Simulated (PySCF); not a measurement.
# methyl tert-butylacetate (C7H14O2): geometry, NMR shifts

Aim: predict the NMR shifts of methyl tert-butylacetate (C7H14O2) (`COC(=O)CC(C)(C)C`).

The runs use PySCF 2.14.0, with density-fitted response routines of our own; the level of theory stands in each step. All values are computed, except where a source is named. Atoms count from 0, in the outputs and in this text.

## 1. Starting geometry

23 atoms, charge 0, multiplicity 1; geometry from: GFN2-xTB.

Bonds of the start (Å): C0–O1 1.42, O1–C2 1.34, C2–O3 1.20, C2–C4 1.51, C4–C5 1.55, C5–C6 1.53, C5–C7 1.53, C5–C8 1.53, C0–H9 1.09, C0–H10 1.09, C0–H11 1.09, C4–H12 1.09, C4–H13 1.09, C6–H14 1.09, C6–H15 1.09, C6–H16 1.09, C7–H17 1.09, C7–H18 1.09, C7–H19 1.09, C8–H20 1.09, C8–H21 1.09, C8–H22 1.09.

## 2. Geometry optimisation at PBE0-D3(BJ)/def2-SVP

What the job is given:

```
{"job": {"xc": "PBE0", "basis": "def2-SVP", "d3": "d3bj", "grid": 1, "kind": "geom"}, "charge": 0, "multiplicity": 1}
C      3.408287    -0.603675    -0.040690
O      2.161971    -0.324986     0.580780
C      1.382074     0.583574    -0.023596
O      1.701498     1.155339    -1.033145
C      0.085719     0.764213     0.724896
C     -1.105558     0.106184    -0.010210
C     -0.755040    -1.340281    -0.365348
C     -1.426807     0.895367    -1.279385
C     -2.317069     0.121526     0.925350
H      3.810565    -1.482632     0.456907
H      4.087056     0.244004     0.076188
H      3.266051    -0.793873    -1.106532
H      0.198664     0.320186     1.713900
H     -0.107084     1.833485     0.823536
H     -1.628491    -1.855396    -0.758845
H      0.026004    -1.371885    -1.121513
H     -0.404656    -1.876991     0.513635
H     -0.537894     1.006818    -1.894349
H     -1.793536     1.887915    -1.027073
H     -2.191244     0.384867    -1.860664
H     -3.189160    -0.280430     0.414767
H     -2.545986     1.136257     1.243038
H     -2.130118    -0.482601     1.810457
```

**Question.** This job is followed by: GIAO PBE0/pcSseg-1 NMR shielding, non-relativistic, IEF-PCM chloroform. Predict these results of the whole session: point group; rotational constants (main isotopes); 13C shifts against TMS (PBE0/pcSseg-1, chloroform, means over atoms taken as alike); 1H shifts against TMS (PBE0/pcSseg-1, chloroform, means over atoms taken as alike); 17O shifts against H2O (PBE0/pcSseg-1, chloroform).

**Answer**, as computed:

| quantity | value |
| --- | --- |
| point group | C1 |
| rotational constants (main isotopes) | 2.98, 0.98, 0.90 GHz |
| 13C shifts against TMS (PBE0/pcSseg-1, chloroform, means over atoms taken as alike) | 180.6, 52.5, 50.2, 32.8, 31.1 ppm |
| 1H shifts against TMS (PBE0/pcSseg-1, chloroform, means over atoms taken as alike) | 3.65, 2.03, 0.99 ppm |
| 17O shifts against H2O (PBE0/pcSseg-1, chloroform) | 432.4, 209.5 ppm |

In words: The optimisation took 7 steps and gained 0.051 eV; among the close pairs (by a distance rule), C7–H19 changed most, from 1.088 to 1.102 Å. No frequency check was run at this level, so the end point may be a saddle. C2 (ester carbonyl carbon) lies farthest downfield among carbon, at 180.6 ppm; it is a carbonyl in resonance with an O or N lone pair, the region of acids, esters and amides. The most deshielded hydrogen is H9, H10, H11 (mean) (hydrogen on a methyl carbon bonded to O), at 3.65 ppm: its carbon carries O, an electronegative neighbour. At PBE0/pcSseg-1: The widest tensor belongs to O3: span 688 ppm, with a paramagnetic part of -497 ppm.
